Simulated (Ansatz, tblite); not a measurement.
# Ge10H16 off sphere (Ge9NH16): a ladder of methods and basis sets

How do method and basis change the picture of Ge10H16 off sphere (Ge9NH16) (doublet)?

Computed with Ansatz 0.2.0, Gaussian basis. Level: as each input shows.

Plan: GFN1-xTB, GFN2-xTB, PBE-D4/def2-TZVP, r2SCAN-D4/def2-TZVP, LDA/def2-TZVP, CAM-B3LYP-D4/def2-TZVP, LC-ωPBE/def2-TZVP, LC-ωPBE(0.10)/def2-SVP, LC-ωPBE(0.15)/def2-SVP, LC-ωPBE(0.20)/def2-SVP, LC-ωPBE(0.30)/def2-SVP, PBE-D4/def2-SVP, PBE0-D4/def2-SVP, HF/STO-3G, HF/6-31G, B3LYP-D4/6-31G, MP2/def2-SVP, RPA/def2-SVP.

### Step 1. The structure

The geometry is that of the doublet, from an earlier relaxation (r2SCAN-D4/def2-SVP).

26 atoms, charge 0, spin multiplicity 2.

Bond lengths: Ge1–Ge7 2.424 Å, Ge1–H11 1.553 Å, Ge1–H12 1.546 Å, Ge2–Ge7 2.430 Å, Ge2–Ge9 2.426 Å, Ge2–H13 1.542 Å, Ge2–H14 1.543 Å, Ge3–Ge7 2.430 Å, Ge3–Ge10 2.427 Å, Ge3–H15 1.541 Å, Ge3–H16 1.544 Å, Ge4–N8 1.862 Å, Ge4–Ge10 2.425 Å, Ge4–H17 1.540 Å, Ge4–H18 1.550 Å, Ge5–Ge9 2.428 Å, Ge5–Ge10 2.428 Å, Ge5–H19 1.541 Å and more. Angles: Ge7–Ge1–H11 110.8°, Ge7–Ge1–H12 111.8°, H11–Ge1–H12 107.9°, Ge7–Ge2–Ge9 110.7°, Ge7–Ge2–H13 109.8°, Ge7–Ge2–H14 109.8°, Ge9–Ge2–H13 109.6°, Ge9–Ge2–H14 109.1°, H13–Ge2–H14 107.7°, Ge7–Ge3–Ge10 111.0°, Ge7–Ge3–H15 109.7°, Ge7–Ge3–H16 109.6°, Ge10–Ge3–H15 109.8°, Ge10–Ge3–H16 108.9°, H15–Ge3–H16 107.8°, N8–Ge4–Ge10 107.5°, N8–Ge4–H17 105.6°, N8–Ge4–H18 111.4° and more.

PBE0-D4/def2-TZVP was run before; its log isn't repeated, and its numbers join the tables.

### Step 2. GFN1-xTB

Tight binding, by tblite at 300 K electronic temperature and without a spin-polarisation term:

```python
tblite.interface.Calculator('GFN1-xTB', numbers, positions, charge=0, uhf=1).singlepoint()
```

Energy -731.3220 eV; 0.089 s.

### Step 3. GFN2-xTB

Tight binding, by tblite at 300 K electronic temperature and without a spin-polarisation term:

```python
tblite.interface.Calculator('GFN2-xTB', numbers, positions, charge=0, uhf=1).singlepoint()
```

Energy -774.6663 eV; 0.069 s.

### Step 4. PBE-D4/def2-TZVP

start.molden holds the orbitals of an earlier run on this state, given as this run's starting guess.

in.yaml reads:

```yaml
crystal:
  periodic: [false, false, false]
  atoms:
    - {symbol: Ge, position_ang: [-0.063464, -3.110939, -0.262690]}
    - {symbol: Ge, position_ang: [0.116955, -0.001107, -2.769560]}
    - {symbol: Ge, position_ang: [-2.710496, -0.118449, 0.031676]}
    - {symbol: Ge, position_ang: [0.307622, 0.018757, 2.614195]}
    - {symbol: Ge, position_ang: [-0.094070, 2.847425, -0.036368]}
    - {symbol: Ge, position_ang: [2.648169, 0.089141, 0.287095]}
    - {symbol: Ge, position_ang: [-1.344239, -1.447865, -1.474976]}
    - {symbol: N, position_ang: [1.409892, -0.800855, 1.356778]}
    - {symbol: Ge, position_ang: [1.416253, 1.436174, -1.309577]}
    - {symbol: Ge, position_ang: [-1.331112, 1.333141, 1.402896]}
    - {symbol: H, position_ang: [-0.167795, -4.498100, -0.952033]}
    - {symbol: H, position_ang: [-0.557406, -3.266305, 1.193590]}
    - {symbol: H, position_ang: [1.066117, -0.855913, -3.633872]}
    - {symbol: H, position_ang: [-0.724953, 0.874829, -3.720982]}
    - {symbol: H, position_ang: [-3.546893, -1.047824, 0.933034]}
    - {symbol: H, position_ang: [-3.688590, 0.750321, -0.787514]}
    - {symbol: H, position_ang: [-0.326256, -1.130578, 3.419362]}
    - {symbol: H, position_ang: [1.122909, 0.914121, 3.581173]}
    - {symbol: H, position_ang: [-1.038021, 3.639823, -0.962048]}
    - {symbol: H, position_ang: [0.705409, 3.854645, 0.814577]}
    - {symbol: H, position_ang: [3.482266, -1.016243, -0.386601]}
    - {symbol: H, position_ang: [3.590530, 0.975306, 1.140024]}
    - {symbol: H, position_ang: [-2.278367, -2.167824, -2.478264]}
    - {symbol: H, position_ang: [1.798771, -1.673215, 1.718674]}
    - {symbol: H, position_ang: [2.410848, 2.287859, -2.128183]}
    - {symbol: H, position_ang: [-2.204082, 2.113664, 2.409606]}
basis:
  gaussian: {orbitals: def2-TZVP, fitting: {mean_field: def2-universal-jkfit}, initial_orbitals: start.molden}
magnetization: {spin_polarized: true, initial_magnetization: 1}
hamiltonian: {xc: pbe, dispersion: d4}
scf: {omitted_lower_state_checks: [starts]}
output: {orbitals: {seedname: orbitals}}
```

Started as:

```console
ansatz run in.yaml --threads 2 --pin off --events-out ev --progress --plain --max-ram 32768MiB --backend cuda --devices 0, --max-vram 18GiB
```

After this run come: r2SCAN-D4/def2-TZVP; LDA/def2-TZVP; CAM-B3LYP-D4/def2-TZVP; LC-ωPBE/def2-TZVP; LC-ωPBE(0.10)/def2-SVP; LC-ωPBE(0.15)/def2-SVP; LC-ωPBE(0.20)/def2-SVP; LC-ωPBE(0.30)/def2-SVP; PBE-D4/def2-SVP; PBE0-D4/def2-SVP; HF/STO-3G; HF/6-31G; B3LYP-D4/6-31G; MP2/def2-SVP; RPA/def2-SVP.

**Question.** What will the summary of the whole plan be? Wanted: gap in def2-TZVP, named functionals, smallest and largest; gap over the ω; correlation energy, MP2/def2-SVP; binding an atom, functionals in def2-TZVP; ⟨S²⟩ in def2-TZVP, named functionals, smallest and largest; PBE0 total energy, smallest basis above largest.

The runs gave:

| quantity | value |
| --- | --- |
| gap in def2-TZVP, named functionals, smallest and largest | 0.81 eV (LDA), 7.83 eV (LC-ωPBE) |
| gap over the ω (1/bohr) | 3.92 eV at 0.1, 7.13 eV at 0.3 |
| correlation energy, MP2/def2-SVP | -61.09 eV |
| binding an atom, functionals in def2-TZVP | 2.80 (LC-ωPBE) to 3.26 eV (LDA) |
| ⟨S²⟩ in def2-TZVP, named functionals, smallest and largest | 0.751, 0.755 |
| PBE0 total energy, smallest basis above largest | 65.76 eV (def2-SVP, def2-TZVP) |

In words: Over the named functionals in def2-TZVP the gap runs from 0.81 eV (LDA) to 7.83 eV (LC-ωPBE); exact exchange widens it. Raising the ω (1/bohr) from 0.1 to 0.3 moves the HOMO by -1.71 eV and the LUMO by +1.50 eV.
